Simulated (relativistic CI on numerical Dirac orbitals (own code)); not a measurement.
**Co⁷⁺: E1 transition arrays**

Aim: all E1 lines from the first configuration of Co⁷⁺, summed into arrays with their mean energies and widths.

The numbers are computed with relativistic CI on numerical Dirac orbitals (own code) version 3 (Dirac-Coulomb-Breit CI, KLI orbitals optimised for each configuration, model QED (radiative potential, 1s self-energy scaled to tabulated hydrogen-like ionisation energies), valence Slater integrals scaled by 0.9, whole transition arrays), except any that are marked as measured or tabulated.

## (1) The atom as given

| Item | Value |
| --- | --- |
| ion | Co⁷⁺ (Co VIII) |
| nuclear charge | 27 |
| electrons | 20 |
| isotope | A = 59 |
| configurations | [Ar] 3d2; [Ar] 3d 4f; [Ne] 3s2 3p5 3d3; [Ar] 3d 4p; [Ar] 3d 5f |

The outer shells:

[Ar] 3d2
```
[Ar] core
3d [↑ ][↑ ][  ][  ][  ]
```

## (2) Main run

The run's settings:

```ini
atom Co  Z=27  charge=7  electrons=20
nucleus A=59  rms_radius_fm=3.7875
hamiltonian dirac-coulomb  breit=on  qed=on  c_scale=1
orbitals kli  potential=per-configuration
slater_scale 0.9
correlation none
mixing on
configurations
  [Ar] 3d2
  [Ar] 3d 4f
  [Ne] 3s2 3p5 3d3
  [Ar] 3d 4p
  [Ar] 3d 5f
end
arrays E1 from the first configuration
```

## (3) Without configuration mixing

The settings differ from step 2 so:

```diff
@@ -6,3 +6,3 @@
 correlation none
-mixing on
+mixing off
 configurations
```

## (4) Slater integrals scaled by 1

The settings differ from step 3 so:

```diff
@@ -4,5 +4,5 @@
 orbitals kli  potential=per-configuration
-slater_scale 0.9
+slater_scale 1
 correlation none
-mixing off
+mixing on
 configurations
```

## (5) Slater integrals scaled by 0.8

The settings differ from step 4 so:

```diff
@@ -4,3 +4,3 @@
 orbitals kli  potential=per-configuration
-slater_scale 1
+slater_scale 0.8
 correlation none
```

(Steps that only read results are left out.)

What does the calculation give? Wanted: strongest array, main run; lines in all.

As calculated:

The array to 3p5 3d3, the strongest of the main run, in each run:

| run | time | mean (eV) | width (eV) | gf sum | strongest line (nm) | strongest array of the run |
| --- | --- | --- | --- | --- | --- | --- |
| main run | 0.23 s | 77.35 | 5.35 | 120.5 | 15.47 | 3p5 3d3 |
| without configuration mixing | 0.23 s | 77.28 | 5.11 | 142.9 | 15.37 | 3p5 3d3 |
| Slater integrals scaled by 1 | 0.23 s | 79.04 | 5.94 | 120.0 | 15.13 | 3p5 3d3 |
| Slater integrals scaled by 0.8 | 0.23 s | 75.66 | 4.78 | 120.5 | 15.83 | 3p5 3d3 |

```
                 quantity                    value
strongest array, main run    to 3p5 3d3, 466 lines
       its mean and width  77.4 ± 5.4 eV (16.0 nm)
      its share of all gf                     57 %
             lines in all                      688
```

What this shows: Most strength, 57 %, lies in the array to 3p5 3d3 near 16.0 nm. Configuration mixing moves its mean by +0.08 eV and changes its gf sum by -16 %. All levels of the first configuration count with their statistical weight; no plasma population is modelled.
